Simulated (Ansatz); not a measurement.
# SnH4+ (quartet): wave-function methods side by side, def2-SVP

How much of the correlation energy of SnH4+ (quartet) does each wave-function method recover here?

Computed with Ansatz 0.2.0, Gaussian basis. Level: def2-SVP, core rule «outside noble gas», up to 9 orbitals frozen.

Plan: UHF; CCSD(T) on ROHF; CCSD(T) on UHF; BCCD(T) on ROHF; CISD; CCSDT(Q) on ROHF; CCSDT(Q) on UHF; CASSCF and MRCISD+Q, 7 electrons in 8 orbitals; CASSCF and NEVPT2, 7 electrons in 8 orbitals.

13 further runs of the same task are left out: 6 that didn't finish, 7 set aside as unsound or not needed.

## 1. The geometry

The geometry is a PBE0/def2-TZVP stationary point (not a proven minimum) of the parent state, kept for this charge and spin. No spin-orbit coupling is included. Elements past krypton take def2 core potentials.

5 atoms, charge 1, spin multiplicity 4.

Atoms are counted from 1 here; the program's logs count them from 0.

Bond lengths: Sn1–H2 1.727 Å, Sn1–H3 1.727 Å, Sn1–H4 1.727 Å, Sn1–H5 1.727 Å. Angles: H2–Sn1–H3 96.4°, H2–Sn1–H4 96.4°, H2–Sn1–H5 140.9°, H3–Sn1–H4 140.9°, H3–Sn1–H5 96.4°, H4–Sn1–H5 96.4°.

## 2. UHF

in.yaml reads:

```yaml
crystal:
  periodic: [false, false, false]
  atoms:
    - {symbol: Sn, position_ang: [0.000000, 0.000000, 0.000000]}
    - {symbol: H, position_ang: [0.576108, 1.151605, 1.150289]}
    - {symbol: H, position_ang: [-0.582086, -1.148326, 1.150558]}
    - {symbol: H, position_ang: [-0.574264, 1.149248, -1.153563]}
    - {symbol: H, position_ang: [0.580242, -1.152528, -1.147283]}
basis:
  gaussian: {orbitals: def2-SVP}
total_charge: 1
magnetization: {spin_polarized: true, initial_magnetization: 3}
hamiltonian: {xc: hf}
output: {orbitals: {seedname: orbitals}}
```

Run with:

```bash
$ ansatz run in.yaml --threads 1 --pin off --events-out ev --progress --plain --max-ram 2393MiB
```

The runs that follow: CCSD(T) on ROHF; CCSD(T) on UHF; BCCD(T) on ROHF; CISD; CCSDT(Q) on ROHF; CCSDT(Q) on UHF; CASSCF and MRCISD+Q, 7 electrons in 8 orbitals; CASSCF and NEVPT2, 7 electrons in 8 orbitals.

Q: Predict the results of all the runs planned. Wanted: UCCSDT(Q) below the RHF energy; RMP2 from UCCSDT(Q); UMP2 from UCCSDT(Q); RCCSD from UCCSDT(Q); RCCSD(T) from UCCSDT(Q); UCCSD(T) from UCCSDT(Q); RCCSDT(Q) from UCCSDT(Q); NEVPT2 valence from UCCSDT(Q); MRCISD+Q valence from UCCSDT(Q).

As calculated:

| quantity | value |
| --- | --- |
| UCCSDT(Q) below the RHF energy | -2.5821 eV |
| RMP2 from UCCSDT(Q) | +748.0 meV |
| UMP2 from UCCSDT(Q) | +730.0 meV |
| RCCSD from UCCSDT(Q) | +97.7 meV |
| RCCSD(T) from UCCSDT(Q) | +37.3 meV |
| UCCSD(T) from UCCSDT(Q) | +25.4 meV |
| RCCSDT(Q) from UCCSDT(Q) | +12.0 meV |
| NEVPT2 valence from UCCSDT(Q) | +388.0 meV |
| MRCISD+Q valence from UCCSDT(Q) | +29.3 meV |
| levels within 1 kcal/mol (43 meV) | RCCSD(T), UCCSD(T), BCCD(T), RCCSDT, UCCSDT, RCCSDT(Q), MRCISD+Q valence |
| T1 diagnostic | 0.037 |
| effectively unpaired electrons | 3.03 |

What this shows: RCCSD(T) lands +37.3 meV from the yardstick (1.4 % of the correlation energy). One determinant dominates. Of the multireference levels listed MRCISD+Q valence comes nearest in total energy (+29.3 meV), which doesn't show that its space is the better one. These misses are within one basis, not against nature; the frozen cores of restricted and unrestricted runs differ, which can shift their rows.
